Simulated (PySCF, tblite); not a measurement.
**C₅H₁₀B₂Si: geometry, infrared bands and NMR shifts**

Aim: predict the infrared bands and NMR shifts of C₅H₁₀B₂Si (`B[SiH2]CB(C#C)C=C`).

The runs use tblite 0.8.0 and PySCF 2.14.0, with density-fitted response routines of our own; the level of theory stands in each step. All values are computed, except where a source is named. Atoms are numbered from 0 throughout.

**1. Starting geometry**

18 atoms, charge 0, multiplicity 1; geometry from: force field or distance geometry start.

Bonds of the start (Å): B0–Si1 1.95, Si1–C2 1.84, C2–B3 1.59, B3–C4 1.53, C4–C5 1.23, B3–C6 1.56, C6–C7 1.31, B0–H8 1.18, B0–H9 1.17, Si1–H10 1.46, Si1–H11 1.49, C2–H12 1.10, C2–H13 1.12, C5–H14 1.07, C6–H15 1.11, C7–H16 1.09, C7–H17 1.09.

**2. Relaxing the molecule with GFN2-xTB**

What the job is given:

```
{"job": {"kind": "relax", "xc": "GFN2-xTB", "basis": "xTB"}, "charge": 0, "multiplicity": 1}
B      3.238300     0.999700     0.461700
Si     1.772600    -0.202400     0.913500
C      0.681300    -0.317100    -0.559100
B     -0.872100    -0.338500    -0.200800
C     -1.537800     0.958900     0.271200
C     -2.057200     2.006500     0.639300
C     -1.744700    -1.374700    -0.974500
C     -2.248500    -1.162800    -2.161200
H      3.056600     2.137900     0.728100
H      3.832900     0.729300    -0.509500
H      1.097200     0.312800     2.106800
H      2.310300    -1.568100     1.176400
H      0.928100    -1.241200    -1.112400
H      0.877200     0.560600    -1.219600
H     -2.489900     2.920200     0.982400
H     -1.925500    -2.331900    -0.435600
H     -2.860600    -1.867300    -2.715200
H     -2.067000    -0.215600    -2.667800
```

Started as:

```console
> OMP_NUM_THREADS=1 python probes_run.py task.json out
```

This one command runs all jobs of the session in turn.

**Question.** This job is followed by: GFN2-xTB harmonic vibrations, gas phase; GIAO PBE0/pcSseg-1 NMR shielding, non-relativistic, gas phase. What will the session give for the following? strongest single infrared mode (GFN2-xTB); zero-point energy (GFN2-xTB); 13C shifts against TMS (PBE0/pcSseg-1); 1H shifts against TMS (PBE0/pcSseg-1, means over atoms taken as alike); 11B shifts against BF3·OEt2 (PBE0/pcSseg-1); 29Si shifts against TMS (PBE0/pcSseg-1); surface potential, 1st and 99th percentile.

**Answer**, as computed:

```
                                                              quantity                                          value
                             strongest single infrared mode (GFN2-xTB)                          2138 cm⁻¹, 466 km/mol
                                          zero-point energy (GFN2-xTB)                                  79.4 kcal/mol
                                13C shifts against TMS (PBE0/pcSseg-1)            153.0, 150.7, 119.1, 97.0, 12.1 ppm
1H shifts against TMS (PBE0/pcSseg-1, means over atoms taken as alike)  10.57, 7.07, 6.97, 6.76, 4.05, 3.64, 1.02 ppm
                           11B shifts against BF3·OEt2 (PBE0/pcSseg-1)                                113.6, 55.4 ppm
                               29Si shifts against TMS (PBE0/pcSseg-1)                                      -82.1 ppm
                                 surface potential, 1st and 99th percentile                             -0.82 V and 1.58 V
```

Over 185 steps the energy fell by 0.766 eV; of the close pairs, Si1–C2 changed most, 1.836 to 1.941 Å. All 48 modes are real, so the xTB geometry is a minimum. The strongest single mode, at 2138 cm⁻¹, moves mainly H11. GFN2-xTB is a fitted tight-binding method: band positions and strengths are rough. Its intensities can rank the bands wrongly. C7 (terminal =CH2 carbon) lies farthest downfield among carbon, at 153.0 ppm; an sp2 carbon of a C=C bond. At PBE0/pcSseg-1: The widest tensor belongs to C4: span 314 ppm, with a paramagnetic part of -167 ppm. By nearest atom (PBE0/pcSseg-1), the HOMO sits on C5 27 %; C4 20 % and the LUMO on B0 47 %; H8, H9 about 11 % each.
